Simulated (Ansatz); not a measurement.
# Br2H4HfN2: small, medium and large basis sets

Aim: see how fast density functionals converge with the basis set for Br2H4HfN2.

Computed with Ansatz 0.2.0, Gaussian basis. Level: one geometry, several basis sets.

The runs, in order: PBE0-D4/def2-SVP; ωB97M-V/def2-SVP; PBE0-D4/def2-QZVPP; ωB97M-V/def2-QZVPP; the functionals' def2-TZVPP values are taken from earlier runs.

### 1 The geometry

All runs share one geometry, relaxed beforehand with PBE0-D4 in a triple-zeta def2 set. Hf takes the def2 core potential; no spin-orbit term is included.

9 atoms, charge 0, spin multiplicity 1.

Atoms are counted from 1 here; the program's logs count them from 0.

Bond lengths: N1–Hf2 2.004 Å, N1–H6 1.011 Å, N1–H7 1.011 Å, Hf2–N3 2.008 Å, Hf2–Br4 2.518 Å, Hf2–Br5 2.518 Å, N3–H8 1.009 Å, N3–H9 1.012 Å. Angles: Hf2–N1–H6 125.3°, Hf2–N1–H7 125.3°, H6–N1–H7 109.1°, N1–Hf2–N3 104.9°, N1–Hf2–Br4 109.9°, N1–Hf2–Br5 109.9°, N3–Hf2–Br4 109.0°, N3–Hf2–Br5 109.0°, Br4–Hf2–Br5 113.7°, Hf2–N3–H8 126.1°, Hf2–N3–H9 124.8°, H8–N3–H9 109.2°.

As a file:

```
N     1.3910    0.9130   -0.2789
Hf   -0.5026    0.2600   -0.3358
N    -0.5273   -1.3569    0.8541
Br   -1.1005   -0.4372   -2.6805
Br   -2.0426    2.0065    0.6229
H     2.1162    0.6603   -0.9370
H     1.7494    1.6136    0.3561
H     0.2608   -1.7358    1.3584
H    -1.3444   -1.9234    1.0406
```

### 2 PBE0-D4 in def2-SVP

in.yaml

```yaml
crystal:
  periodic: [false, false, false]
  atoms:
    - {symbol: N, position_ang: [1.390992, 0.912973, -0.278889]}
    - {symbol: Hf, position_ang: [-0.502550, 0.260036, -0.335801]}
    - {symbol: N, position_ang: [-0.527326, -1.356925, 0.854140]}
    - {symbol: Br, position_ang: [-1.100528, -0.437233, -2.680459]}
    - {symbol: Br, position_ang: [-2.042607, 2.006525, 0.622890]}
    - {symbol: H, position_ang: [2.116168, 0.660260, -0.937011]}
    - {symbol: H, position_ang: [1.749436, 1.613649, 0.356120]}
    - {symbol: H, position_ang: [0.260826, -1.735847, 1.358414]}
    - {symbol: H, position_ang: [-1.344411, -1.923428, 1.040598]}
basis:
  gaussian: {orbitals: def2-SVP}
hamiltonian: {xc: pbe0, dispersion: d4}
output: {orbitals: {seedname: orbitals}}
```

On the command line:

```bash
$ ansatz run in.yaml --threads 8 --pin off --events-out ev --progress --plain --max-ram 18278MiB
```

After this run come: ωB97M-V in def2-SVP; PBE0-D4 in def2-QZVPP; ωB97M-V in def2-QZVPP.

**Question.** What will the summary of the whole plan be? Wanted: PBE0-D4: double and triple zeta above quadruple; ωB97M-V: double and triple zeta above quadruple.

**Answer**, as computed:

```
                                       quantity           value
PBE0-D4: double and triple zeta above quadruple  24.13, 3.06 eV
ωB97M-V: double and triple zeta above quadruple  24.09, 2.94 eV
```

PBE0-D4 gains 21.08 eV from double to triple zeta, then 3.06 eV more. These are total energies; as a rule much of such shifts cancels in differences, which this series doesn't test. The LUMO of ωB97M-V is positive and keeps falling with the basis (0.97 to 0.44 eV): an unbound level that the basis holds in place.
